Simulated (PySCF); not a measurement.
# C5H10AlBr: the cost of one run

Computed with PySCF 2.14.0, with density-fitted response routines of our own, on a single molecule in the gas phase. Atoms count from 0, in the outputs and in this text.

### Step 1. Starting geometry

17 atoms, charge 0, multiplicity 1; geometry from: GFN2-xTB.

Bonds of the start (Å): C0–C1 1.33, C1–C2 1.51, C2–C3 1.53, C1–Al4 1.99, Al4–C5 1.99, Al4–Br6 2.27, C0–H7 1.08, C0–H8 1.08, C2–H9 1.09, C2–H10 1.09, C3–H11 1.09, C3–H12 1.09, C3–H13 1.09, C5–H14 1.10, C5–H15 1.10, C5–H16 1.10.

### Step 2. TDDFT and polarisability: PBE0/def2-SVPD

The job: settings as JSON, then the geometry in Å.

```
{"job": {"kind": "uv", "xc": "PBE0", "basis": "def2-SVPD", "nstates": 8, "ntriplets": 3}, "charge": 0, "multiplicity": 1}
C     -1.005859     2.144195     0.271590
C     -0.480773     0.960251    -0.047212
C     -1.290519    -0.103345    -0.745352
C     -1.552644    -1.262297     0.211671
Al     1.405803     0.548001     0.416121
C      2.508214    -0.968342    -0.244938
Br     2.420759     2.035685     1.801377
H     -2.025791     2.420098     0.032747
H     -0.429886     2.897540     0.795291
H     -2.238820     0.303508    -1.106679
H     -0.727008    -0.476914    -1.606684
H     -0.605460    -1.642424     0.602119
H     -2.156975    -0.930767     1.053220
H     -2.072263    -2.074424    -0.291247
H      3.536502    -0.896682     0.133226
H      2.576234    -0.989435    -1.338110
H      2.131487    -1.952618     0.052952
```

With the program's defaults for keys left out, this is: TDDFT PBE0/def2-SVPD, vertical, gas phase, core orbitals frozen in the response.

Launch:

```bash
> OMP_NUM_THREADS=1 python probes_run.py task.json out
```

This one command runs all jobs of the session in turn.

**Question.** How long does this job take on 1 thread of Intel Xeon at 2.70GHz, shared host, and how much memory does it need?

About 2.1 min, with a peak of 0.98 GiB.
